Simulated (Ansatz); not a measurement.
**C2H3Cl2Si radical: a ladder of functionals and wavefunction methods**

How much do the methods differ for C2H3Cl2Si radical? The plan is to run it at one geometry with functionals of several rungs and with coupled cluster, and see how far each lands from CCSD(T) at the basis-set limit for the atomisation energy.

Program: Ansatz 0.2.0, Gaussian basis. Level of theory: functionals in def2-TZVPP, the program's frozen cores in correlated methods. These are calculated values, not measurements.

Plan: PBE-D4, r2SCAN-D4, PBE0-D4, B3LYP-D4, ωB97X-V, ωB97M-V, B2PLYP; CCSD(T)/def2-TZVPP; MP2/def2-QZVPP; extrapolation to the limit.

## (1) The relaxed structure

All runs share one geometry, relaxed beforehand with PBE0-D4 in a triple-zeta def2 set.

SMILES `[CH]=C[SiH](Cl)Cl`, 8 atoms, charge 0, spin multiplicity 2.

Atoms are counted from 1 here; the program's logs count them from 0.

Bond lengths: C1–C2 1.303 Å, C1–H6 1.081 Å, C2–Si3 1.856 Å, C2–H7 1.092 Å, Si3–Cl4 2.045 Å, Si3–Cl5 2.043 Å, Si3–H8 1.477 Å. Angles: C2–C1–H6 137.3°, C1–C2–Si3 122.1°, C1–C2–H7 120.8°, Si3–C2–H7 117.1°, C2–Si3–Cl4 109.3°, C2–Si3–Cl5 109.9°, C2–Si3–H8 112.8°, Cl4–Si3–Cl5 109.6°, Cl4–Si3–H8 107.2°, Cl5–Si3–H8 108.0°.

## (2) PBE-D4 (GGA)

File in.yaml:

```yaml
crystal:
  periodic: [false, false, false]
  atoms:
    - {symbol: C, position_ang: [0.514610, 1.758635, 0.066869]}
    - {symbol: C, position_ang: [0.116420, 0.703106, 0.719230]}
    - {symbol: Si, position_ang: [-0.350333, -0.872092, -0.144145]}
    - {symbol: Cl, position_ang: [0.738308, -2.418475, 0.634948]}
    - {symbol: Cl, position_ang: [0.028627, -0.707574, -2.144723]}
    - {symbol: H, position_ang: [0.693474, 2.035630, -0.962845]}
    - {symbol: H, position_ang: [0.035883, 0.715228, 1.808172]}
    - {symbol: H, position_ang: [-1.776991, -1.214457, 0.022494]}
basis:
  gaussian: {orbitals: def2-TZVPP}
magnetization: {spin_polarized: true, initial_magnetization: 1}
hamiltonian: {xc: pbe, dispersion: d4}
output: {forces: true, orbitals: {seedname: orbitals}}
```

Command:

```bash
$ ansatz run in.yaml --threads 2 --pin off --events-out ev --progress --plain --max-ram 32768MiB --backend cpu
```

The runs that follow: r2SCAN-D4 (meta-GGA); PBE0-D4 (hybrid); B3LYP-D4 (hybrid); ωB97X-V (range-separated); ωB97M-V (range-separated); B2PLYP (double hybrid); CCSD(T) in def2-TZVPP; MP2 in def2-QZVPP.

**Question.** What will the summary of the whole plan be? Wanted: atomisation energy, CCSD(T)/CBS; farthest; mean size of error, hybrid; mean size of error, range-separated; gap, smallest and largest; T1 diagnostic; triples share of the correlation energy.

The runs gave:

| quantity | value |
| --- | --- |
| atomisation energy, CCSD(T)/CBS | 2893.4 kJ/mol |
| functionals within 14.5 kJ/mol (0.5 %) | B3LYP-D4, ωB97X-V |
| farthest | PBE-D4 (+77.7 kJ/mol) |
| mean size of error, hybrid | 20.5 kJ/mol |
| mean size of error, range-separated | 15.8 kJ/mol |
| gap, smallest and largest | 2.06 eV (PBE-D4), 8.93 eV (ωB97X-V) |
| T1 diagnostic | 0.0267 |
| triples share of the correlation energy | 4.4 % |

PBE-D4 misses by +77.7 kJ/mol. Double hybrids carry the basis error of their MP2 part in triple zeta, and no dispersion term here, so their miss is partly the set-up's. The reference freezes the cores and leaves out relativity and excitations past (T), so misses under about 14.5 kJ/mol can't be ranked. Hartree-Fock recovers 75 % of the binding; the rest is correlation. Orbital gaps span 2.1 to 8.9 eV; exact exchange widens them. The UHF reference is spin-contaminated (⟨S²⟩ = 0.92 against 0.75).
